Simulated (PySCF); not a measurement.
**AsSF: structure of the singlet**

Where does singlet AsSF go from a bent start, is the end point a minimum, and what are its modes, charges and moments?

Computed with PySCF 2.14.0. Level: PBE0, basis As def2-TZVP, S def2-TZVP, F def2-TZVP, no relativity, density fitting.

### 1 Starting geometry

3 atoms, charge 0, spin multiplicity 1.

Bond lengths: As1–S2 2.080 Å, As1–F3 1.850 Å. Angles: S2–As1–F3 110.0°.

```xyz
3
charge 0 multiplicity 1
As    0.0000    0.0000    0.0000
S    -1.7038    0.0000    1.1930
F     1.5154    0.0000    1.0611
```

### 2 First SCF at the start

One driver script runs all steps and calls PySCF; scf.py shows how it sets up the SCF of each step. The optimiser is the driver's own. After this first run the driver tries any further starts and a stability analysis.

The input, scf.py:

```python
from pyscf import gto, scf, dft
mol = gto.M(atom='''
As     0.000000     0.000000     0.000000
S     -1.703800     0.000000     1.193000
F      1.515400     0.000000     1.061100''',
    basis={'As': 'def2-TZVP', 'S': 'def2-TZVP', 'F': 'def2-TZVP'},
    charge=0, spin=0)
mf = dft.RKS(mol, xc='PBE0')
mf.grids.atom_grid = (50, 194)
aux = {'As': 'def2-universal-JKFIT', 'S': 'def2-universal-JKFIT', 'F': 'def2-universal-JKFIT'}
mf = mf.density_fit(auxbasis=aux)
mf.conv_tol = 1e-08
mf.diis_space = 10
mf.max_cycle = 60
mf.init_guess = 'minao'
mf.verbose = 4
mf.kernel()
```

Started as:

```sh
> OMP_NUM_THREADS=2 python axn.py task.json out
```

After this run come: Relaxation: bent start, singlet; Is it a minimum? Harmonic modes.

Q: Predict the outcome of this session. Wanted: minimum; geometry; wavenumbers; dipole moment; highest occupied, lowest empty level; polar-tensor charge of As1; zero-point energy; atomisation energy.

The runs gave:

| quantity | value |
| --- | --- |
| minimum | singlet, Cs |
| geometry | As–F 1.753 Å, As–S 2.007 Å; F–As–S 106.1° |
| wavenumbers (cm⁻¹) | 241 (a'), 598 (a'), 650 (a') |
| dipole moment | 1.85 D |
| highest occupied, lowest empty level | -7.90, -3.61 eV |
| polar-tensor charge of As1 | +1.00 e |
| zero-point energy | 8.9 kJ/mol |
| entropy at 298.15 K | 284.2 J/(mol K) |
| atomisation energy (no zero-point energy) | 812 kJ/mol |

What this shows: The bent start keeps its Cs symmetry and ends in a minimum. In the infrared the band at 650 cm⁻¹ (a', stretch) leads. Only this shape and spin were tried, so other structures or states may lie lower.
